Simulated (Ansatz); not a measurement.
# MgTl: the cost of one run

Program: Ansatz 0.2.0. Level of theory: DFT LDA, scalar-relativistic. These are calculated values, not measurements.

## (1) The starting structure

Symmetry: Pm-3m, No. 221, cubic system. The conventional cell has a = 3.635 Å, b = 3.635 Å, c = 3.635 Å, α = 90.00°, β = 90.00°, γ = 90.00°. Around Mg (site symmetry m-3m) lie 8 Tl at 3.15 Å. Around Tl (site symmetry m-3m) lie 8 Mg at 3.15 Å.

Structure file:

```
Mg Tl
1.0
     3.63500    0.00000    0.00000
     0.00000    3.63500    0.00000
     0.00000    0.00000    3.63500
Mg Tl
1 1
Direct
  0.00000 0.00000 0.00000
  0.50000 0.50000 0.50000
```

Atoms are numbered in the order of the input: Mg1, Tl2.

## (2) The deformed structure

Space group Pm-3m before, P4/mmm after.

## (3) LAPW, all electrons

input.yaml reads:

```yaml
crystal:
  lattice:
    - [3.5623, 0.0, 0.0]
    - [0.0, 3.5623, 0.0]
    - [0.0, 0.0, 3.635]
  atoms:
    - { symbol: Mg, position: [0.0, 0.0, 0.0] }
    - { symbol: Tl, position: [0.5, 0.5, 0.5] }
kpoints:
  mp_grid: { grid: [9, 9, 9] }
  band_path:
    path:
      - [0.0, 0.0, 0.0]
      - [0.0, 0.5, 0.0]
      - [0.5, 0.5, 0.0]
      - [0.0, 0.0, 0.0]
      - [0.0, 0.0, 0.5]
      - [0.0, 0.5, 0.5]
      - [0.5, 0.5, 0.5]
      - [0.0, 0.0, 0.5]
      - [0.0, 0.5, 0.0]
    npoints: 5
scf:
  occupations: { method: fermi_dirac, width: 0.05 }
hamiltonian:
  xc: lda
  pseudopotentials: { kind: all_electron, lapw: { basis_error: 0.0005 } }
output:
  forces: true
  stress: true
  eigenvalues: true
```

Run with:

```
$ ansatz run input.yaml --threads 1 --pin off --max-ram 3072MiB --backend cpu --events-out ev --progress --plain --runs-dir out
```

Q: Estimate wall time and peak memory on 1 thread of Arm Neoverse V1, shared host.

About 21 s, with a peak of 0.38 GiB.
